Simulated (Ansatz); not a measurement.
# SnO: the cost of one run

Program: Ansatz 0.2.0. Level of theory: DFT PBE+D3(BJ), scalar-relativistic, plane waves, PAW. These are calculated values, not measurements.

3 further runs of the same task are left out: 3 set aside as unsound or not needed.

**1. The system as given**

The structure is tetragonal, space group P4/nmm (No. 129). Conventional cell: a = 3.837 Å, b = 3.837 Å, c = 4.759 Å, α = 90.00°, β = 90.00°, γ = 90.00°. Around Sn (site symmetry 4mm) lie 4 O at 2.24 Å. O (site symmetry -4m2) is surrounded by 4 Sn at 2.24 Å.

Structure file:

```
CELL_PARAMETERS angstrom
3.83656 0.00000 0.00000
0.00000 3.83656 0.00000
0.00000 0.00000 4.75945
ATOMIC_POSITIONS crystal
Sn 0.50000 0.00000 0.24347
Sn 0.00000 0.50000 0.75653
O 0.00000 0.00000 0.00000
O 0.50000 0.50000 0.00000
```

It is the result of an earlier relaxation at this level (volume 17.51 Å³/atom; gap on the mesh: none (metal)).

**2. Electronic structure at the relaxed geometry**

input.yaml

```yaml
crystal:
  lattice:
    - [3.8365550882, 0.0, 0.0]
    - [0.0, 3.8365550882, 0.0]
    - [0.0, 0.0, 4.7594503725]
  atoms:
    - { symbol: Sn, position: [0.5, 0.0, 0.2434679921] }
    - { symbol: Sn, position: [0.0, 0.5, 0.7565320079] }
    - { symbol: O, position: [0.0, 0.0, 0.0] }
    - { symbol: O, position: [0.5, 0.5, 0.0] }
basis:
  ecutwfc: 420
kpoints:
  mp_grid: { grid: [12, 12, 10] }
  band_path:
    path:
      - [[0.0, 0.0, 0.0], [0.0, 0.5, 0.0], [0.5, 0.5, 0.0], [0.0, 0.0, 0.0], [0.0, 0.0, 0.5], [0.0, 0.5, 0.5], [0.5, 0.5, 0.5], [0.0, 0.0, 0.5]]
      - [[0.0, 0.5, 0.0], [0.0, 0.5, 0.5]]
      - [[0.5, 0.5, 0.0], [0.5, 0.5, 0.5]]
    npoints: 14
hamiltonian:
  xc: pbe
  dispersion: d3bj
scf:
  occupations: { method: gaussian, width: 0.1 }
  n_extra_bands: 10
output:
  forces: true
  stress: true
  eigenvalues: true
  populations: true
  dos: { projected: true, de: 0.02, nscf_kmesh: { grid: [18, 18, 15] } }
  bader: true
  write_density: true
  write_potential: true
  elf: true
  volumetric_format: npy
```

On the command line:

```
$ ansatz run input.yaml --threads 1 --pin off --max-ram 2560MiB --backend cpu --events-out ev --progress --plain --runs-dir out
```

**Question.** How long does this run take on 1 thread of Intel Xeon Platinum 8488C (Sapphire Rapids), shared host, and how much memory does it need?

About 87 s, with a peak of 0.79 GiB.
